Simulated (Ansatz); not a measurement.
# C2H8B2: small, medium and large basis sets

Aim: see how fast density functionals converge with the basis set for C2H8B2.

Method: one geometry, several basis sets; program: Ansatz 0.2.0, Gaussian basis.

Plan: PBE0-D4/def2-SVP; ωB97M-V/def2-SVP; PBE0-D4/def2-QZVPP; ωB97M-V/def2-QZVPP; the functionals' def2-TZVPP values are taken from earlier runs.

**1. The relaxed structure**

An earlier PBE0-D4 in a triple-zeta def2 set relaxation fixed the geometry.

12 atoms, charge 0, spin multiplicity 1.

Atoms are counted from 1 here; the program's logs count them from 0.

Bond lengths: B1–B2 1.639 Å, B1–H5 1.201 Å, B1–H6 1.201 Å, B2–C3 1.563 Å, B2–H7 1.210 Å, C3–C4 1.523 Å, C3–H8 1.101 Å, C3–H9 1.101 Å, C4–H10 1.093 Å, C4–H11 1.093 Å, C4–H12 1.093 Å. Angles: B2–B1–H5 122.3°, B2–B1–H6 122.2°, H5–B1–H6 115.5°, B1–B2–C3 129.0°, B1–B2–H7 115.1°, C3–B2–H7 115.9°, B2–C3–C4 118.3°, B2–C3–H8 106.5°, B2–C3–H9 106.4°, C4–C3–H8 110.8°, C4–C3–H9 110.8°, H8–C3–H9 102.7°, C3–C4–H10 111.1°, C3–C4–H11 112.2°, C3–C4–H12 111.1°, H10–C4–H11 107.4°, H10–C4–H12 107.3°, H11–C4–H12 107.4°.

Coordinates:

```mol
C2H8B2
  3D, bonds by distance, orders not assigned

 12 11  0  0  0  0  0  0  0  0999 V2000
   -0.8420    1.7731   -0.2202 B   0  0
    0.2259    0.9048    0.6706 B   0  0
    0.6518   -0.5909    0.5122 C   0  0
    0.0181   -1.4073   -0.6067 C   0  0
   -0.5052    2.4147   -1.1782 H   0  0
   -2.0038    1.8548    0.0733 H   0  0
    0.7544    1.5116    1.5745 H   0  0
    0.4833   -1.0689    1.4893 H   0  0
    1.7491   -0.5950    0.4266 H   0  0
    0.2282   -0.9655   -1.5844 H   0  0
    0.3859   -2.4364   -0.6267 H   0  0
   -1.0687   -1.4502   -0.4963 H   0  0
  1  2  8  0
  2  3  8  0
  3  4  8  0
  1  5  8  0
  1  6  8  0
  2  7  8  0
  3  8  8  0
  3  9  8  0
  4 10  8  0
  4 11  8  0
  4 12  8  0
M  END
```

**2. PBE0-D4 in def2-SVP**

The input, in.yaml:

```yaml
crystal:
  periodic: [false, false, false]
  atoms:
    - {symbol: B, position_ang: [-0.841987, 1.773120, -0.220239]}
    - {symbol: B, position_ang: [0.225867, 0.904805, 0.670602]}
    - {symbol: C, position_ang: [0.651759, -0.590944, 0.512188]}
    - {symbol: C, position_ang: [0.018120, -1.407297, -0.606738]}
    - {symbol: H, position_ang: [-0.505250, 2.414694, -1.178184]}
    - {symbol: H, position_ang: [-2.003844, 1.854754, 0.073321]}
    - {symbol: H, position_ang: [0.754449, 1.511631, 1.574511]}
    - {symbol: H, position_ang: [0.483342, -1.068868, 1.489278]}
    - {symbol: H, position_ang: [1.749135, -0.594996, 0.426611]}
    - {symbol: H, position_ang: [0.228194, -0.965516, -1.584417]}
    - {symbol: H, position_ang: [0.385891, -2.436430, -0.626733]}
    - {symbol: H, position_ang: [-1.068677, -1.450152, -0.496298]}
basis:
  gaussian: {orbitals: def2-SVP}
hamiltonian: {xc: pbe0, dispersion: d4}
output: {orbitals: {seedname: orbitals}}
```

On the command line:

```bash
$ ansatz run in.yaml --threads 2 --pin off --events-out ev --progress --plain --max-ram 4352MiB
```

The runs that follow: ωB97M-V in def2-SVP; PBE0-D4 in def2-QZVPP; ωB97M-V in def2-QZVPP.

Before running them: what should the planned runs give, taken together? Wanted: PBE0-D4: double and triple zeta above quadruple; ωB97M-V: double and triple zeta above quadruple.

The runs gave:

```
                                       quantity          value
PBE0-D4: double and triple zeta above quadruple  4.06, 0.22 eV
ωB97M-V: double and triple zeta above quadruple  4.36, 0.21 eV
```

**Reading.** For PBE0-D4 the step from double to triple zeta gains 3.84 eV and the next only 0.22 eV. Total energies overstate the basis error of differences, where much of it tends to cancel.
